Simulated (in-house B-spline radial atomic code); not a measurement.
# Nb⁹⁺: binding energies from hole states

Wanted: ΔSCF binding energies of Nb⁹⁺.

Program: in-house B-spline radial atomic code version 1. Level of theory: Dirac-Hartree-Fock, average of configuration, Fermi nucleus, basis-set limit. These are calculated values, not measurements, unless marked.

## Step 1: The atom as given

* element: niobium (Z = 41)
* charge: +9
* electrons: 32
* configuration: [Ar] 3d10 4s2 4p2
* Hamiltonian: Dirac-Coulomb
* nucleus: Fermi, rms radius 4.324 fm

Outer shells as boxes (Hund's rule):

[Ar] 3d10 4s2 4p2
```
[Ar] core
3d [↑↓][↑↓][↑↓][↑↓][↑↓]
4s [↑↓]
4p [↑ ][↑ ][  ]
```

The boxes draw the filling by Hund's rule, which heavy ions in jj coupling don't follow; these runs average over all states of the configuration.

The run's settings:

```ini
Z = 41
electrons = 32.0
configuration = [Ar] 3d10 4s2 4p2
hamiltonian = dirac
method = hf
spin_polarised = False
nucleus = fermi
rms_radius = 4.324
mass_number = 93
atomic_mass = 92.90637317
speed_of_light = 137.035999084
```

The reference is known from an earlier run: -3794.494944 hartree in all. Up to eight levels, counted from the top:

```tsv
orbital	occupation	energy (eV)	<r> (bohr)
3s1/2	2	-645.67	0.4384
3p1/2	2	-555.28	0.4352
3p3/2	4	-538.93	0.4449
3d3/2	4	-381.45	0.4251
3d5/2	6	-378.42	0.4285
4s1/2	2	-205.07	1.063
4p1/2	0.666667	-179.63	1.119
4p3/2	1.33333	-176.72	1.137
```

## Step 2: The 1s hole

Changes to the settings of step 1:

```diff
@@ -1,4 +1,4 @@
 Z = 41
-electrons = 32.0
-configuration = [Ar] 3d10 4s2 4p2
+electrons = 31.0
+configuration = 1s1 2s2 2p6 3s2 3p6 3d10 4s2 4p2
 hamiltonian = dirac
```

The program writes no log. Results of the run, from its result record (rounded, main fields):

```text
status: converged
iterations: 9
energy [hartree]: {"total": -3088.41660902, "kinetic": 3189.14574679, "nuclear": -7419.77224144, "coulomb": 1227.74868947, "exact_exchange": -85.5388038369}
breit [hartree]: {"gaunt": 1.136486, "retardation": -0.1514061, "frequency_dependence": -0.008264726}
qed [hartree]: {"self_energy": 0.9725627, "uehling": -0.107233, "wichmann_kroll": 0.001545745}
recoil [hartree]: 0.01359444
total_with_corrections [hartree]: -3086.55932359
orbitals [hartree, bohr; first row names the columns]:
  - ["name", "occ", "eps", "<r>"]
  - ["1s1/2", 1.0, -730.46366, 0.035926]
  - ["2s1/2", 2.0, -112.33663, 0.15464]
  - ["2p1/2", 2.0, -104.86296, 0.13132]
  - ["2p3/2", 4.0, -101.01066, 0.13576]
  - ["3s1/2", 2.0, -25.884291, 0.42769]
  - ["3p1/2", 2.0, -22.676465, 0.4207]
  - ["3p3/2", 4.0, -22.01209, 0.43029]
  - ["3d3/2", 4.0, -16.053389, 0.40677]
  - ["3d5/2", 6.0, -15.925036, 0.41005]
  - ["4s1/2", 2.0, -8.6098977, 1.0178]
  - ["4p1/2", 0.66667, -7.6570298, 1.0606]
  - ["4p3/2", 1.3333, -7.5323371, 1.0774]
sum_r [bohr^k]: {"-1": 180.9707, "1": 12.83534, "2": 8.778146}
energy_minus_base [hartree]: 706.078335
energy_minus_base_with_corrections [hartree]: 704.229055
```

Wall time 0.93 s (1 thread, shared host).

energy_minus_base is the energy less that of the reference run.

## Step 3: The 2s hole

Changes to the settings of step 2:

```diff
@@ -2,3 +2,3 @@
 electrons = 31.0
-configuration = 1s1 2s2 2p6 3s2 3p6 3d10 4s2 4p2
+configuration = 1s2 2s1 2p6 3s2 3p6 3d10 4s2 4p2
 hamiltonian = dirac
```

Main fields:

```text
status: converged
iterations: 9
energy [hartree]: {"total": -3688.54435649, "kinetic": 3815.46933993, "nuclear": -8681.93567399, "coulomb": 1280.56836926, "exact_exchange": -102.646391696}
breit [hartree]: {"gaunt": 2.359147, "retardation": -0.2367887, "frequency_dependence": -0.01544222}
qed [hartree]: {"self_energy": 1.585452, "uehling": -0.1787251, "wichmann_kroll": 0.002576965}
recoil [hartree]: 0.0152185
total_with_corrections [hartree]: -3685.01291734
orbitals [hartree, bohr; first row names the columns]:
  - ["name", "occ", "eps", "<r>"]
  - ["1s1/2", 2.0, -713.40836, 0.036082]
  - ["2s1/2", 1.0, -110.89615, 0.15716]
  - ["2p1/2", 2.0, -102.01036, 0.13356]
  - ["2p3/2", 4.0, -98.400221, 0.13794]
  - ["3s1/2", 2.0, -25.623755, 0.43068]
  - ["3p1/2", 2.0, -22.40797, 0.4251]
  - ["3p3/2", 4.0, -21.773989, 0.43445]
  - ["3d3/2", 4.0, -16.069879, 0.40817]
  - ["3d5/2", 6.0, -15.945426, 0.41134]
  - ["4s1/2", 2.0, -8.5604833, 1.0235]
  - ["4p1/2", 0.66667, -7.6075849, 1.0678]
  - ["4p3/2", 1.3333, -7.4878048, 1.0842]
sum_r [bohr^k]: {"-1": 211.7556, "1": 12.8027, "2": 8.858851}
energy_minus_base [hartree]: 105.950587
energy_minus_base_with_corrections [hartree]: 105.775461
```

It took 0.98 s on 1 thread, shared host.

Radial density 4πr²n(r) and radial functions P(r) = rR(r):

```tsv
r (bohr)	4πr²n	2s1/2	4p3/2
0.00271	4.260	0.4591	0.0027
0.00397	7.965	0.6256	0.0055
0.00581	14.18	0.8292	0.0113
0.00851	23.59	1.0554	0.0227
0.0125	35.62	1.2593	0.0448
0.0182	46.45	1.3432	0.0836
0.0267	50.79	1.1604	0.1494
0.0391	46.72	0.5398	0.2442
0.0573	44.60	-0.5698	0.3491
0.0838	53.86	-1.8591	0.3955
0.123	56.68	-2.6303	0.2646
0.180	40.87	-2.2759	-0.1104
0.263	41.68	-1.1755	-0.5348
0.385	47.63	-0.3238	-0.5261
0.564	23.28	-0.0452	0.1722
0.826	8.013	-0.0021	0.9874
1.21	4.137	0.0023	1.0203
1.77	0.5758	0.0009	0.4223
2.59	0.009110	0.0001	0.0585
3.79	7.039e-06	0.0000	0.0018
```

On the record's full grid the radial density has clear maxima near r = 0.027, 0.10, 0.32 bohr.

X-ray form factor of the spherical density:

```tsv
sinθ/λ (1/Å)	f (electrons)
0	31.000
0.1	30.363
0.2	28.631
0.3	26.234
0.4	23.629
0.6	18.866
0.8	15.022
1	11.901
1.4	7.707
1.8	5.791
2.5	4.464
4	2.464
6	1.333
```

## Step 4: The 2p1/2 hole

In configurations, a minus sign after the shell means j = l − 1/2 and a plus sign j = l + 1/2; the count of electrons follows.

Changes to the settings of step 3:

```diff
@@ -2,3 +2,3 @@
 electrons = 31.0
-configuration = 1s2 2s1 2p6 3s2 3p6 3d10 4s2 4p2
+configuration = 1s2 2s2 2p-1 2p+4 3s2 3p6 3d10 4s2 4p2
 hamiltonian = dirac
```

Main fields:

```text
status: converged
iterations: 9
energy [hartree]: {"total": -3697.27576134, "kinetic": 3825.24159173, "nuclear": -8694.00934957, "coulomb": 1274.54722677, "exact_exchange": -103.055230269}
breit [hartree]: {"gaunt": 2.2685, "retardation": -0.2206218, "frequency_dependence": -0.01475955}
qed [hartree]: {"self_energy": 1.67227, "uehling": -0.1876735, "wichmann_kroll": 0.002704684}
recoil [hartree]: 0.01603771
total_with_corrections [hartree]: -3693.73930332
orbitals [hartree, bohr; first row names the columns]:
  - ["name", "occ", "eps", "<r>"]
  - ["1s1/2", 2.0, -714.53183, 0.036049]
  - ["2s1/2", 2.0, -110.63821, 0.1562]
  - ["2p1/2", 1.0, -103.10427, 0.13413]
  - ["2p3/2", 4.0, -99.17348, 0.13758]
  - ["3s1/2", 2.0, -25.712256, 0.4302]
  - ["3p1/2", 2.0, -22.364071, 0.42475]
  - ["3p3/2", 4.0, -21.827748, 0.43352]
  - ["3d3/2", 4.0, -16.020938, 0.40895]
  - ["3d5/2", 6.0, -15.980032, 0.41019]
  - ["4s1/2", 2.0, -8.5762581, 1.0218]
  - ["4p1/2", 0.66667, -7.603248, 1.0684]
  - ["4p3/2", 1.3333, -7.4974156, 1.0827]
sum_r [bohr^k]: {"-1": 212.0502, "1": 12.80932, "2": 8.844927}
energy_minus_base [hartree]: 97.2191823
energy_minus_base_with_corrections [hartree]: 97.0490752
```

Run time: 0.93 s. Hardware: 1 thread, shared host.

## Step 5: The 2p3/2 hole

Changes to the settings of step 4:

```diff
@@ -2,3 +2,3 @@
 electrons = 31.0
-configuration = 1s2 2s2 2p-1 2p+4 3s2 3p6 3d10 4s2 4p2
+configuration = 1s2 2s2 2p-2 2p+3 3s2 3p6 3d10 4s2 4p2
 hamiltonian = dirac
```

Main fields:

```text
status: converged
iterations: 9
energy [hartree]: {"total": -3700.79585119, "kinetic": 3836.19553226, "nuclear": -8709.61115472, "coulomb": 1275.86206203, "exact_exchange": -103.242290755}
breit [hartree]: {"gaunt": 2.325453, "retardation": -0.2206268, "frequency_dependence": -0.01186801}
qed [hartree]: {"self_energy": 1.664983, "uehling": -0.1878065, "wichmann_kroll": 0.002706779}
recoil [hartree]: 0.01600438
total_with_corrections [hartree]: -3697.20700532
orbitals [hartree, bohr; first row names the columns]:
  - ["name", "occ", "eps", "<r>"]
  - ["1s1/2", 2.0, -714.23304, 0.036053]
  - ["2s1/2", 2.0, -110.57295, 0.15625]
  - ["2p1/2", 2.0, -102.71727, 0.1333]
  - ["2p3/2", 3.0, -99.177936, 0.13866]
  - ["3s1/2", 2.0, -25.706819, 0.4303]
  - ["3p1/2", 2.0, -22.456589, 0.42431]
  - ["3p3/2", 4.0, -21.777185, 0.43342]
  - ["3d3/2", 4.0, -16.096701, 0.40728]
  - ["3d5/2", 6.0, -15.926904, 0.41149]
  - ["4s1/2", 2.0, -8.5752189, 1.0219]
  - ["4p1/2", 0.66667, -7.6160582, 1.0665]
  - ["4p3/2", 1.3333, -7.488131, 1.084]
sum_r [bohr^k]: {"-1": 212.4307, "1": 12.80826, "2": 8.84761}
energy_minus_base [hartree]: 93.6990924
energy_minus_base_with_corrections [hartree]: 93.5813732
```

It took 0.93 s on 1 thread, shared host.

## Step 6: The 3s hole

Changes to the settings of step 5:

```diff
@@ -2,3 +2,3 @@
 electrons = 31.0
-configuration = 1s2 2s2 2p-2 2p+3 3s2 3p6 3d10 4s2 4p2
+configuration = 1s2 2s2 2p6 3s1 3p6 3d10 4s2 4p2
 hamiltonian = dirac
```

Main fields:

```text
status: converged
iterations: 9
energy [hartree]: {"total": -3770.9441998, "kinetic": 3904.44055568, "nuclear": -8880.63382644, "coulomb": 1312.84465547, "exact_exchange": -107.595584515}
breit [hartree]: {"gaunt": 2.453678, "retardation": -0.2419762, "frequency_dependence": -0.01486406}
qed [hartree]: {"self_energy": 1.650306, "uehling": -0.1857274, "wichmann_kroll": 0.002677244}
recoil [hartree]: 0.01573052
total_with_corrections [hartree]: -3767.26437588
orbitals [hartree, bohr; first row names the columns]:
  - ["name", "occ", "eps", "<r>"]
  - ["1s1/2", 2.0, -710.02449, 0.03608]
  - ["2s1/2", 2.0, -108.63878, 0.1574]
  - ["2p1/2", 2.0, -100.09822, 0.13456]
  - ["2p3/2", 4.0, -96.547405, 0.13897]
  - ["3s1/2", 1.0, -25.428376, 0.43796]
  - ["3p1/2", 2.0, -21.887668, 0.43104]
  - ["3p3/2", 4.0, -21.273185, 0.44058]
  - ["3d3/2", 4.0, -15.644702, 0.41735]
  - ["3d5/2", 6.0, -15.529721, 0.4205]
  - ["4s1/2", 2.0, -8.4957136, 1.0282]
  - ["4p1/2", 0.66667, -7.547965, 1.076]
  - ["4p3/2", 1.3333, -7.4291571, 1.0925]
sum_r [bohr^k]: {"-1": 216.602, "1": 12.69711, "2": 8.881195}
energy_minus_base [hartree]: 23.5507438
energy_minus_base_with_corrections [hartree]: 23.5240026
```

It took 0.93 s on 1 thread, shared host.

## Step 7: The 3p1/2 hole

Changes to the settings of step 6:

```diff
@@ -2,3 +2,3 @@
 electrons = 31.0
-configuration = 1s2 2s2 2p6 3s1 3p6 3d10 4s2 4p2
+configuration = 1s2 2s2 2p6 3s2 3p-1 3p+4 3d10 4s2 4p2
 hamiltonian = dirac
```

Main fields:

```text
status: converged
iterations: 9
energy [hartree]: {"total": -3774.27764642, "kinetic": 3908.0747754, "nuclear": -8886.63599718, "coulomb": 1312.24144417, "exact_exchange": -107.957868821}
breit [hartree]: {"gaunt": 2.440368, "retardation": -0.239484, "frequency_dependence": -0.0147986}
qed [hartree]: {"self_energy": 1.666153, "uehling": -0.187332, "wichmann_kroll": 0.002700124}
recoil [hartree]: 0.01588171
total_with_corrections [hartree]: -3770.59415879
orbitals [hartree, bohr; first row names the columns]:
  - ["name", "occ", "eps", "<r>"]
  - ["1s1/2", 2.0, -710.12677, 0.036077]
  - ["2s1/2", 2.0, -108.74012, 0.15717]
  - ["2p1/2", 2.0, -100.06319, 0.13474]
  - ["2p3/2", 4.0, -96.611488, 0.13893]
  - ["3s1/2", 2.0, -25.208078, 0.43519]
  - ["3p1/2", 1.0, -22.122584, 0.42692]
  - ["3p3/2", 4.0, -21.40089, 0.44006]
  - ["3d3/2", 4.0, -15.539673, 0.41739]
  - ["3d5/2", 6.0, -15.571063, 0.42024]
  - ["4s1/2", 2.0, -8.5144092, 1.0288]
  - ["4p1/2", 0.66667, -7.5302012, 1.0827]
  - ["4p3/2", 1.3333, -7.4337202, 1.092]
sum_r [bohr^k]: {"-1": 216.7484, "1": 12.69566, "2": 8.872509}
energy_minus_base [hartree]: 20.2172972
energy_minus_base_with_corrections [hartree]: 20.1942197
```

Run time: 0.93 s. Hardware: 1 thread, shared host.

## Step 8: The 3p3/2 hole

Changes to the settings of step 7:

```diff
@@ -2,3 +2,3 @@
 electrons = 31.0
-configuration = 1s2 2s2 2p6 3s2 3p-1 3p+4 3d10 4s2 4p2
+configuration = 1s2 2s2 2p6 3s2 3p-2 3p+3 3d10 4s2 4p2
 hamiltonian = dirac
```

Main fields:

```text
status: converged
iterations: 9
energy [hartree]: {"total": -3774.86936913, "kinetic": 3909.92410553, "nuclear": -8889.70161656, "coulomb": 1312.9406369, "exact_exchange": -108.032494991}
breit [hartree]: {"gaunt": 2.450021, "retardation": -0.2394947, "frequency_dependence": -0.01426931}
qed [hartree]: {"self_energy": 1.664937, "uehling": -0.1873578, "wichmann_kroll": 0.002700528}
recoil [hartree]: 0.01587111
total_with_corrections [hartree]: -3771.17696191
orbitals [hartree, bohr; first row names the columns]:
  - ["name", "occ", "eps", "<r>"]
  - ["1s1/2", 2.0, -710.06555, 0.036077]
  - ["2s1/2", 2.0, -108.70706, 0.15719]
  - ["2p1/2", 2.0, -100.12902, 0.13453]
  - ["2p3/2", 4.0, -96.52782, 0.13913]
  - ["3s1/2", 2.0, -25.194401, 0.43524]
  - ["3p1/2", 2.0, -22.001306, 0.43075]
  - ["3p3/2", 3.0, -21.421803, 0.43925]
  - ["3d3/2", 4.0, -15.65563, 0.41738]
  - ["3d5/2", 6.0, -15.4696, 0.42061]
  - ["4s1/2", 2.0, -8.5123579, 1.0291]
  - ["4p1/2", 0.66667, -7.5503933, 1.0758]
  - ["4p3/2", 1.3333, -7.4185848, 1.095]
sum_r [bohr^k]: {"-1": 216.8231, "1": 12.69039, "2": 8.869033}
energy_minus_base [hartree]: 19.6255745
energy_minus_base_with_corrections [hartree]: 19.6114166
```

Run time: 0.93 s. Hardware: 1 thread, shared host.

## Step 9: The 3d3/2 hole

Changes to the settings of step 8:

```diff
@@ -2,3 +2,3 @@
 electrons = 31.0
-configuration = 1s2 2s2 2p6 3s2 3p-2 3p+3 3d10 4s2 4p2
+configuration = 1s2 2s2 2p6 3s2 3p6 3d-3 3d+6 4s2 4p2
 hamiltonian = dirac
```

Main fields:

```text
status: converged
iterations: 9
energy [hartree]: {"total": -3780.685151, "kinetic": 3915.85524115, "nuclear": -8900.16709177, "coulomb": 1312.28440305, "exact_exchange": -108.657703434}
breit [hartree]: {"gaunt": 2.461885, "retardation": -0.2422921, "frequency_dependence": -0.01478355}
qed [hartree]: {"self_energy": 1.666135, "uehling": -0.1873405, "wichmann_kroll": 0.002700331}
recoil [hartree]: 0.01590963
total_with_corrections [hartree]: -3776.98293656
orbitals [hartree, bohr; first row names the columns]:
  - ["name", "occ", "eps", "<r>"]
  - ["1s1/2", 2.0, -709.88321, 0.036082]
  - ["2s1/2", 2.0, -108.77155, 0.15722]
  - ["2p1/2", 2.0, -100.0984, 0.1345]
  - ["2p3/2", 4.0, -96.619367, 0.139]
  - ["3s1/2", 2.0, -25.349698, 0.4346]
  - ["3p1/2", 2.0, -21.923293, 0.43075]
  - ["3p3/2", 4.0, -21.440001, 0.43966]
  - ["3d3/2", 3.0, -15.703155, 0.41642]
  - ["3d5/2", 6.0, -15.612236, 0.41936]
  - ["4s1/2", 2.0, -8.5202237, 1.0283]
  - ["4p1/2", 0.66667, -7.5463071, 1.0761]
  - ["4p3/2", 1.3333, -7.435869, 1.0917]
sum_r [bohr^k]: {"-1": 217.0784, "1": 12.69593, "2": 8.861467}
energy_minus_base [hartree]: 13.8097926
energy_minus_base_with_corrections [hartree]: 13.805442
```

Run time: 0.93 s. Hardware: 1 thread, shared host.

## Step 10: The 3d5/2 hole

Changes to the settings of step 9:

```diff
@@ -2,3 +2,3 @@
 electrons = 31.0
-configuration = 1s2 2s2 2p6 3s2 3p6 3d-3 3d+6 4s2 4p2
+configuration = 1s2 2s2 2p6 3s2 3p6 3d-4 3d+5 4s2 4p2
 hamiltonian = dirac
```

Main fields:

```text
status: converged
iterations: 9
energy [hartree]: {"total": -3780.79261499, "kinetic": 3916.17624643, "nuclear": -8900.80735158, "coulomb": 1312.5115436, "exact_exchange": -108.673053441}
breit [hartree]: {"gaunt": 2.466043, "retardation": -0.2422944, "frequency_dependence": -0.01474473}
qed [hartree]: {"self_energy": 1.665785, "uehling": -0.1873388, "wichmann_kroll": 0.002700307}
recoil [hartree]: 0.01590898
total_with_corrections [hartree]: -3777.08655517
orbitals [hartree, bohr; first row names the columns]:
  - ["name", "occ", "eps", "<r>"]
  - ["1s1/2", 2.0, -709.86705, 0.036082]
  - ["2s1/2", 2.0, -108.75853, 0.15723]
  - ["2p1/2", 2.0, -100.15843, 0.13461]
  - ["2p3/2", 4.0, -96.566706, 0.13895]
  - ["3s1/2", 2.0, -25.345595, 0.43464]
  - ["3p1/2", 2.0, -22.066437, 0.43025]
  - ["3p3/2", 4.0, -21.364191, 0.44001]
  - ["3d3/2", 4.0, -15.722938, 0.41633]
  - ["3d5/2", 5.0, -15.592641, 0.41956]
  - ["4s1/2", 2.0, -8.5195873, 1.0283]
  - ["4p1/2", 0.66667, -7.5544831, 1.0752]
  - ["4p3/2", 1.3333, -7.4309915, 1.0923]
sum_r [bohr^k]: {"-1": 217.094, "1": 12.69442, "2": 8.860623}
energy_minus_base [hartree]: 13.7023286
energy_minus_base_with_corrections [hartree]: 13.7018233
```

Run time: 0.93 s. Hardware: 1 thread, shared host.

## Step 11: The 4s hole

Changes to the settings of step 10:

```diff
@@ -2,3 +2,3 @@
 electrons = 31.0
-configuration = 1s2 2s2 2p6 3s2 3p6 3d-4 3d+5 4s2 4p2
+configuration = 1s2 2s2 2p6 3s2 3p6 3d10 4s1 4p2
 hamiltonian = dirac
```

Main fields:

```text
status: converged
iterations: 9
energy [hartree]: {"total": -3786.97258871, "kinetic": 3921.72026262, "nuclear": -8934.27879156, "coulomb": 1336.1288021, "exact_exchange": -110.54286188}
breit [hartree]: {"gaunt": 2.465102, "retardation": -0.242444, "frequency_dependence": -0.01473923}
qed [hartree]: {"self_energy": 1.661867, "uehling": -0.18693, "wichmann_kroll": 0.002694446}
recoil [hartree]: 0.01586529
total_with_corrections [hartree]: -3783.27117244
orbitals [hartree, bohr; first row names the columns]:
  - ["name", "occ", "eps", "<r>"]
  - ["1s1/2", 2.0, -708.95345, 0.036081]
  - ["2s1/2", 2.0, -107.77112, 0.1573]
  - ["2p1/2", 2.0, -99.157504, 0.13462]
  - ["2p3/2", 4.0, -95.610826, 0.13904]
  - ["3s1/2", 2.0, -24.671203, 0.43872]
  - ["3p1/2", 2.0, -21.368971, 0.43445]
  - ["3p3/2", 4.0, -20.76618, 0.44408]
  - ["3d3/2", 4.0, -14.986487, 0.42375]
  - ["3d5/2", 6.0, -14.874818, 0.42701]
  - ["4s1/2", 1.0, -8.3639237, 1.0443]
  - ["4p1/2", 0.66667, -7.3123243, 1.0989]
  - ["4p3/2", 1.3333, -7.2003476, 1.1159]
sum_r [bohr^k]: {"-1": 217.9104, "1": 12.25678, "2": 8.155669}
energy_minus_base [hartree]: 7.5223549
energy_minus_base_with_corrections [hartree]: 7.51720607
```

It took 0.93 s on 1 thread, shared host.

## Step 12: The 4p hole

Changes to the settings of step 11:

```diff
@@ -2,3 +2,3 @@
 electrons = 31.0
-configuration = 1s2 2s2 2p6 3s2 3p6 3d10 4s1 4p2
+configuration = 1s2 2s2 2p6 3s2 3p6 3d10 4s2 4p1
 hamiltonian = dirac
```

Main fields:

```text
status: converged
iterations: 9
energy [hartree]: {"total": -3787.97662904, "kinetic": 3922.9552337, "nuclear": -8937.73116872, "coulomb": 1338.04290617, "exact_exchange": -111.243600192}
breit [hartree]: {"gaunt": 2.464141, "retardation": -0.2419999, "frequency_dependence": -0.01465973}
qed [hartree]: {"self_energy": 1.664806, "uehling": -0.1872465, "wichmann_kroll": 0.002698965}
recoil [hartree]: 0.01588753
total_with_corrections [hartree]: -3784.27300124
orbitals [hartree, bohr; first row names the columns]:
  - ["name", "occ", "eps", "<r>"]
  - ["1s1/2", 2.0, -708.91974, 0.03608]
  - ["2s1/2", 2.0, -107.74132, 0.15728]
  - ["2p1/2", 2.0, -99.116292, 0.13462]
  - ["2p3/2", 4.0, -95.569437, 0.13904]
  - ["3s1/2", 2.0, -24.648643, 0.43797]
  - ["3p1/2", 2.0, -21.3227, 0.43465]
  - ["3p3/2", 4.0, -20.720122, 0.44431]
  - ["3d3/2", 4.0, -14.942781, 0.42389]
  - ["3d5/2", 6.0, -14.831193, 0.42717]
  - ["4s1/2", 2.0, -8.2431707, 1.0474]
  - ["4p1/2", 0.33333, -7.3511577, 1.0982]
  - ["4p3/2", 0.66667, -7.2400202, 1.1148]
sum_r [bohr^k]: {"-1": 217.9946, "1": 12.19732, "2": 8.003566}
energy_minus_base [hartree]: 6.51831458
energy_minus_base_with_corrections [hartree]: 6.51537727
```

Wall time 0.91 s (1 thread, shared host).

## Step 13: Binding energies

| hole | ΔSCF (eV) | with Breit, QED, recoil (eV) | −ε of the parent (eV) | −ε less ΔSCF (eV) |
| --- | --- | --- | --- | --- |
| 1s | 19213.4 | 19163.0 | 19263.2 | 49.79 |
| 2s | 2883.06 | 2878.30 | 2905.36 | 22.30 |
| 2p1/2 | 2645.47 | 2640.84 | 2670.57 | 25.10 |
| 2p3/2 | 2549.68 | 2546.48 | 2574.09 | 24.41 |
| 3s | 640.85 | 640.12 | 645.67 | 4.82 |
| 3p1/2 | 550.14 | 549.51 | 555.28 | 5.14 |
| 3p3/2 | 534.04 | 533.65 | 538.93 | 4.89 |
| 3d3/2 | 375.78 | 375.67 | 381.45 | 5.66 |
| 3d5/2 | 372.86 | 372.85 | 378.42 | 5.56 |
| 4s | 204.69 | 204.55 | 205.07 | 0.38 |
| 4p | 177.37 | 177.29 | - | - |

Every ΔSCF value lies below −ε, since the other electrons relax into the hole: by 49.8 eV for 1s and 0.38 eV for 4s. The spin-orbit splitting of the 2p hole is 94.36 eV with those corrections. Two partly filled shells share a symmetry and can mix in the average, which may lower the energy, in these hole states: 2p1/2; 2p3/2; 3p1/2; 3p3/2. A dash stands where an open shell is averaged over j, so that no single parent level belongs to the hole. Values are for the free ion, measured from the vacuum level.
